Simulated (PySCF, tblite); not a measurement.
**4-chloro-3-methylaniline: geometry, infrared bands and NMR shifts**

Aim: predict the infrared bands and NMR shifts of 4-chloro-3-methylaniline (`Cc1cc(N)ccc1Cl`).

Programs: tblite 0.8.0 and PySCF 2.14.0, with density-fitted response routines of our own. Each step states its level of theory. These are calculated values for one molecule in the gas phase, unless marked as measured. Atoms count from 0, in the outputs and in this text.

### 1 The starting structure

17 atoms, charge 0, multiplicity 1; geometry from: force field or distance geometry start.

Bonds of the start (Å): C0–C1 1.52, C1–C2 1.40, C2–C3 1.41, C3–N4 1.39, C3–C5 1.38, C5–C6 1.40, C6–C7 1.40, C7–Cl8 1.72, C7–C1 1.39, C0–H9 1.08, C0–H10 1.10, C0–H11 1.09, C2–H12 1.09, N4–H13 1.01, N4–H14 1.00, C5–H15 1.08, C6–H16 1.08.

### 2 Optimising the geometry with GFN2-xTB

What the job is given:

```
{"job": {"kind": "relax", "xc": "GFN2-xTB", "basis": "xTB"}, "charge": 0, "multiplicity": 1}
C      2.356600    -0.725900     0.524000
C      1.028100    -0.112800     0.114200
C     -0.152700    -0.804400     0.417400
C     -1.410100    -0.265900     0.056500
N     -2.570600    -0.974400     0.344900
C     -1.463500     0.948400    -0.606900
C     -0.283700     1.647400    -0.905900
C      0.961100     1.119800    -0.534400
Cl     2.375500     2.018800    -0.934000
H      2.964500    -0.907900    -0.353500
H      2.206500    -1.684900     1.031900
H      2.875100    -0.063700     1.217700
H     -0.122800    -1.760400     0.932100
H     -3.468700    -0.571700     0.125800
H     -2.542200    -1.825900     0.866200
H     -2.416300     1.375000    -0.888600
H     -0.344000     2.600600    -1.417400
```

Run with:

```
$ OMP_NUM_THREADS=1 python probes_run.py task.json out
```

The driver reads the jobs from task.json and runs them one after another.

**Question.** This job is followed by: GFN2-xTB harmonic vibrations, gas phase; GIAO PBE0/pcSseg-1 NMR shielding, non-relativistic, gas phase. What will the session give for the following? strongest single infrared mode (GFN2-xTB); zero-point energy (GFN2-xTB); 13C shifts against TMS (PBE0/pcSseg-1); 1H shifts against TMS (PBE0/pcSseg-1, means over atoms taken as alike); 15N shifts against NH3 (PBE0/pcSseg-1); 35Cl shifts against HCl (PBE0/pcSseg-1).

**Answer**, as computed:

```
                                                              quantity                                               value
                             strongest single infrared mode (GFN2-xTB)                                516 cm⁻¹, 292 km/mol
                                          zero-point energy (GFN2-xTB)                                       82.4 kcal/mol
                                13C shifts against TMS (PBE0/pcSseg-1)  150.8, 143.2, 136.0, 131.9, 118.3, 115.1, 24.0 ppm
1H shifts against TMS (PBE0/pcSseg-1, means over atoms taken as alike)                    7.35, 6.60, 6.52, 3.33, 2.35 ppm
                                15N shifts against NH3 (PBE0/pcSseg-1)                                            75.5 ppm
                               35Cl shifts against HCl (PBE0/pcSseg-1)                                             193 ppm
```

**Reading.** Relaxing lowered the energy by 0.105 eV in 43 steps; the close pair that moved most is C0–C1, from 1.519 to 1.496 Å. No mode is imaginary among the 45: a minimum at this level. The strongest single mode, at 516 cm⁻¹, is carried by H13, H14, N4. GFN2-xTB is a fitted tight-binding method: band positions and strengths are rough. Its intensities can rank the bands wrongly. At PBE0/pcSseg-1: The widest tensor belongs to Cl8: span 388 ppm, with a paramagnetic part of -390 ppm. NICS(1)zz of -23 ppm above the planar ring from C1 marks a diatropic (aromatic) ring current.
